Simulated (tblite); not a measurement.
# C2H4O3Si: the cost of one run

Computed with tblite 0.8.0 and PySCF 2.14.0; each step states its level. No surroundings beyond the atoms listed, unless a continuum is named. Atoms count from 0, parts from 1.

### Step 1. Starting point

10 atoms, charge 0, multiplicity 1; geometry: distance geometry start.

### Step 2. Relaxing the cluster with GFN2-xTB

The job: settings as JSON, then the geometry in Å.

```
{"job": {"kind": "relax", "xc": "GFN2-xTB", "basis": "xTB"}, "charge": 0, "multiplicity": 1}
O     -1.490937     0.865812    -0.944762
Si    -0.579806    -0.082913     0.169687
O     -0.723571     0.640141     1.750041
O     -1.163753    -1.686045     0.150618
C      1.148292    -0.122678    -0.320528
C      2.319582    -0.138291    -0.657221
H     -0.959435     1.700865    -1.058170
H      0.230934     0.748349     2.085207
H     -2.054581    -1.783971    -0.254914
H      3.343944    -0.153448    -0.955913
```

Method: GFN2-xTB geometry optimisation, gas phase.

Launch:

```
$ OMP_NUM_THREADS=1 python cluster_run.py task.json out
```

One launch serves the whole session: the jobs run in the order shown.

**Question.** How long does this first job take on 1 thread of Arm Neoverse V1, shared host?

About 1.1 s.
